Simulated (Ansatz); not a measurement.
# VF3 (database structure): how the settings move a single-point run

Question: which choices in the input matter for VF3 (database structure)?

Computed with Ansatz 0.2.0 (reference: DFT r2SCAN+U, plane waves, PAW, scalar-relativistic, collinear spin, unless a step's input says otherwise).

**1. Starting point**

Symmetry: R-3c, No. 167, trigonal system. Conventional cell: a = 5.137 Å, b = 5.137 Å, c = 13.356 Å, α = 90.00°, β = 90.00°, γ = 120.00°. V (site symmetry -3) has 6 F at 1.92 Å as nearest neighbours. Around F (site symmetry 2) lie 2 V at 1.92 Å.

As a file:

```cif
data_structure
_symmetry_space_group_name_H-M 'R-3c:H'
_symmetry_Int_Tables_number 167
_cell_length_a 5.1366
_cell_length_b 5.1366
_cell_length_c 13.3562
_cell_angle_alpha 90.000
_cell_angle_beta 90.000
_cell_angle_gamma 120.000
_cell_volume 305.18
loop_
_atom_site_label
_atom_site_type_symbol
_atom_site_symmetry_multiplicity
_atom_site_Wyckoff_symbol
_atom_site_fract_x
_atom_site_fract_y
_atom_site_fract_z
_atom_site_occupancy
V1 V 6 b 0.00000 0.00000 0.50000 1
F1 F 18 e 0.73343 0.66667 0.41667 1
```

**2. Reference**

Input file input.yaml:

```yaml
crystal:
  lattice:
    - [2.5682764, 1.482792, 4.45207335]
    - [-2.5682764, 1.482792, 4.45207335]
    - [0.0, -2.96559393, 4.45207335]
  atoms:
    - { symbol: V, position: [0.0, 0.0, 0.0], spin: 1.6 }
    - { symbol: V, position: [0.5, 0.5, 0.5], spin: -1.6 }
    - { symbol: F, position: [0.6501, 0.8499, 0.25] }
    - { symbol: F, position: [0.25, 0.6501, 0.8499] }
    - { symbol: F, position: [0.8499, 0.25, 0.6501] }
    - { symbol: F, position: [0.3499, 0.1501, 0.75] }
    - { symbol: F, position: [0.75, 0.3499, 0.1501] }
    - { symbol: F, position: [0.1501, 0.75, 0.3499] }
kpoints:
  mp_grid: { grid: [4, 4, 4], shift: [0, 0, 0] }
magnetization:
  spin_polarized: true
scf:
  occupations: { method: fermi_dirac }
hamiltonian:
  pseudopotentials: { kind: paw }
  xc: r2scan
  hubbard:
    projectors: all-electron-ortho-atomic
    sites: [{ species: V, l: d, u_eff: 6.32 }]
basis:
  ecutwfc: 500
output:
  forces: true
  stress: true
  eigenvalues: true
  write_density: true
  write_potential: true
  elf: true
  volumetric_format: npy
```

On the command line:

```sh
ansatz run input.yaml --threads 1 --pin off --max-ram 2560MiB --backend cpu --events-out ev --progress --plain --runs-dir out
```

**3. Changing settings: hubbard.sites [{species: V, l: d, u_eff: 8.0}], hubbard.double_counting fll, projectors left out**

Edit input.yaml of step 2 so:

```diff
@@ -23,5 +23,3 @@
   xc: r2scan
-  hubbard:
-    projectors: all-electron-ortho-atomic
-    sites: [{ species: V, l: d, u_eff: 6.32 }]
+  hubbard: { sites: [{ species: V, l: d, u_eff: 8.0 }], double_counting: fll }
 basis:
@@ -32,5 +30 @@
   eigenvalues: true
-  write_density: true
-  write_potential: true
-  elf: true
-  volumetric_format: npy
```

**4. Variant: occupations.width 0.01**

Edit input.yaml of step 2 so:

```diff
@@ -19,3 +19,3 @@
 scf:
-  occupations: { method: fermi_dirac }
+  occupations: { method: fermi_dirac, width: 0.01 }
 hamiltonian:
```

**5. Changing settings: mixing.algorithm broyden, mixing.beta 0.7**

Edit input.yaml of step 2 so:

```diff
@@ -20,2 +20,3 @@
   occupations: { method: fermi_dirac }
+  mixing: { algorithm: broyden, beta: 0.7 }
 hamiltonian:
@@ -32,5 +33 @@
   eigenvalues: true
-  write_density: true
-  write_potential: true
-  elf: true
-  volumetric_format: npy
```

**6. Changing settings: pseudopotentials.kind nc, pseudopotentials.accuracy standard, ecutrho_ratio 9**

Edit input.yaml of step 2 so:

```diff
@@ -21,3 +21,3 @@
 hamiltonian:
-  pseudopotentials: { kind: paw }
+  pseudopotentials: { kind: nc, accuracy: standard }
   xc: r2scan
@@ -28,2 +28,3 @@
   ecutwfc: 500
+  ecutrho_ratio: 9
 output:
@@ -32,5 +33 @@
   eigenvalues: true
-  write_density: true
-  write_potential: true
-  elf: true
-  volumetric_format: npy
```

What does the calculation give? Wanted: for each run, ending; energy change; pressure; gap; abs. moment; force.

As calculated:

```
                                                                                                run     ending                                          energy change  pressure (GPa)  gap (eV)  abs. moment (μB)  force (eV/Å)  cycles     time
                                                                                          reference  converged                                                      0             7.7      5.21              4.02          0.37      21  1.8 min
1: hubbard.sites [{species: V, l: d, u_eff: 8.0}], hubbard.double_counting fll, projectors left out  converged  +160.8 meV/atom (U changed: no physical gain or loss)             9.2      6.08              4.03          0.43      21     98 s
                                                                          2: occupations.width 0.01  converged                                     0.0 meV/atom (σ→0)             7.7      5.21              4.02          0.37      20  1.7 min
                                                       3: mixing.algorithm broyden, mixing.beta 0.7  converged                                           0.0 meV/atom             7.7      5.21              4.02          0.37      14     98 s
                   4: pseudopotentials.kind nc, pseudopotentials.accuracy standard, ecutrho_ratio 9  converged                                         not comparable             2.3      5.41              3.99          0.21      21     21 s
```

Times don't compare one to one where runs were asked for different outputs or read a saved state (see the inputs); cycles may leave out searches for a lower state.

Residual by cycle in the longest SCF loop of each run; runs are numbered as in the table. The quantity is the density residual dr2, in eV.

```
cycle  reference    run 1    run 2    run 3    run 4
    1       27.1     23.7     27.6     27.1     19.1
    3       1.44     1.38     1.06    0.937     1.24
    5      0.116    0.118   0.0459   0.0244      0.1
    6     0.0163   0.0204   0.0224  0.00429   0.0524
    8     0.0013  0.00195   8.8e-4   0.0011  0.00501
   10    0.00133  0.00204  0.00155   1.8e-5  0.00146
   12     7.8e-4   9.9e-4   2.7e-4   2.3e-7  0.00107
   14     1.2e-4   2.0e-4   3.4e-5   9.8e-9   2.0e-4
   16     4.7e-6   1.1e-5   1.3e-6        -   1.4e-5
   17     5.3e-7   8.2e-7   1.2e-7        -   4.9e-6
   19     4.9e-8   7.9e-8   3.0e-8        -   2.2e-7
   21     1.9e-8   2.8e-8        -        -   2.0e-8
```

Of the converged runs whose energies compare with the reference's, none moves it noticeably. Run 4 ran under the cutoff that the potentials recommend, as the log warns, so basis error is mixed into its values, and swamps them where the cutoff is far short. A changed U is a change of model: its shifts are not errors of convergence.

Caveats on the reference run: its magnetic state comes from one start and may not be the lowest.
